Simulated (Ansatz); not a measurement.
This script makes vertical spin-state energies of CH4BClSe, SMILES CB(Cl)[SeH] with Ansatz 0.2.0, Python API.

Contents of `ch4bclse.xyz`:
```text
8

C     0.06490    1.00870   -0.11330
B     0.36380   -0.49550   -0.18930
Cl    2.08410   -1.04470   -0.02660
Se   -1.01630   -1.84560   -0.45000
H     0.33800    1.45770    0.83680
H     0.54820    1.60250   -0.94110
H    -1.05010    1.20190   -0.24050
H    -1.24050   -1.94200    1.06810
```

Script `spin_ch4bclse.py`:
```python
import ansatz as az

SETTINGS = {
    "basis_set": "def2-SVPD",
    "functional": "pbe0",
    "vdw": "d3bj",
}

system = az.Crystal.molecule_from_extxyz("ch4bclse.xyz")

setup = system.calculation()
setup = setup.basis(gaussian=SETTINGS["basis_set"])
setup = setup.functional(SETTINGS["functional"], dispersion=SETTINGS["vdw"])
found = {}
for unpaired in [0, 2]:
    report = setup.spin("collinear", total=unpaired).run(threads=1, backend="cpu").report
    s = unpaired / 2
    found[unpaired] = report["free_energy_ev"]
    print(f"2S+1 = {unpaired + 1}: E = {found[unpaired]:.5f} eV, <S^2> = {abs(report['mean_field']['state']['spin_squared']):.3f} (pure state {s * (s + 1):.2f})")
lowest = min(found, key=found.get)
for unpaired, e in found.items():
    print(f"multiplicity {unpaired + 1}: {23.060548 * (e - found[lowest]):.1f} kcal/mol above the lowest")
```

Which spin state is lowest at this geometry, and how far above lie the others?

In order: multiplicity 1 (+0.00 eV) and multiplicity 3 (+3.24 eV), all at the one geometry.

What the script printed:

```console
$ python spin_ch4bclse.py
2S+1 = 1: E = -79625.44656 eV, <S^2> = 0.000 (pure state 0.00)
2S+1 = 3: E = -79622.20689 eV, <S^2> = 2.008 (pure state 2.00)
multiplicity 1: 0.0 kcal/mol above the lowest
multiplicity 3: 74.7 kcal/mol above the lowest
```

Notes:
- Total energies depend on the basis set; only differences at equal settings carry meaning.
- The geometry is a force-field or estimated start, not a minimum of this method, and the basis set is short of its limit. All parts are taken at fixed geometry, without zero-point energy.
- Hardware and time: 26 s on 1 thread of Arm Neoverse V2, on a shared host, peak memory 0.54 GiB.

(Lines on the test bed's own set-up are left out of the output.)
